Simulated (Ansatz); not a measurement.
# AlClGeH₄: small, medium and large basis sets

An exercise on one series of results from a longer session: the logs are not shown, and one member is left open.

Method: one geometry, several basis sets; program: Ansatz 0.2.0, Gaussian basis.

The runs, in order: PBE0-D4/def2-SVP; ωB97M-V/def2-SVP; PBE0-D4/def2-QZVPP; ωB97M-V/def2-QZVPP; the functionals' def2-TZVPP values are taken from earlier runs.

**The geometry**

All runs share one geometry, relaxed beforehand with PBE0-D4 in a triple-zeta def2 set.

SMILES `[Cl][AlH][GeH3]`, 7 atoms, charge 0, spin multiplicity 1.

Atoms are counted from 1 here; the program's logs count them from 0.

Bond lengths: Cl1–Al2 2.102 Å, Al2–Ge3 2.467 Å, Al2–H4 1.580 Å, Ge3–H5 1.540 Å, Ge3–H6 1.540 Å, Ge3–H7 1.540 Å. Angles: Cl1–Al2–Ge3 116.8°, Cl1–Al2–H4 116.5°, Ge3–Al2–H4 126.7°, Al2–Ge3–H5 111.0°, Al2–Ge3–H6 111.0°, Al2–Ge3–H7 112.3°, H5–Ge3–H6 107.2°, H5–Ge3–H7 107.6°, H6–Ge3–H7 107.6°.

The first run:

Contents of in.yaml:

```yaml
crystal:
  periodic: [false, false, false]
  atoms:
    - {symbol: Cl, position_ang: [-2.499314, -1.527226, -0.126908]}
    - {symbol: Al, position_ang: [-0.425409, -1.314705, 0.144480]}
    - {symbol: Ge, position_ang: [0.501079, 0.959792, -0.093313]}
    - {symbol: H, position_ang: [0.379545, -2.632013, 0.480033]}
    - {symbol: H, position_ang: [0.225684, 1.522474, -1.499939]}
    - {symbol: H, position_ang: [-0.143983, 1.926428, 0.916843]}
    - {symbol: H, position_ang: [2.023700, 0.997251, 0.133104]}
basis:
  gaussian: {orbitals: def2-SVP}
hamiltonian: {xc: pbe0, dispersion: d4}
output: {orbitals: {seedname: orbitals}}
```

Among the steps run: PBE0-D4 in def2-SVP; ωB97M-V in def2-SVP; PBE0-D4 in def2-QZVPP; ωB97M-V in def2-QZVPP.

One table of the session follows, with a row left open; its other results are not shown here.

It belongs to the step «Density functionals: the series». 

```
functional       basis  HOMO (eV)  LUMO (eV)
   PBE0-D4    def2-SVP      -7.75      -1.92
   PBE0-D4  def2-TZVPP      -7.79      -1.97
   PBE0-D4  def2-QZVPP      -7.80      -1.99
   ωB97M-V    def2-SVP      -9.71      -0.17
   ωB97M-V  def2-TZVPP      -9.79      -0.30
   ωB97M-V  def2-QZVPP          ?          ?
```

**Question.** Estimate the row for ωB97M-V, def2-QZVPP.

As computed: HOMO (eV): -9.80; LUMO (eV): -0.39. In the column «HOMO (eV)» it is the lowest.
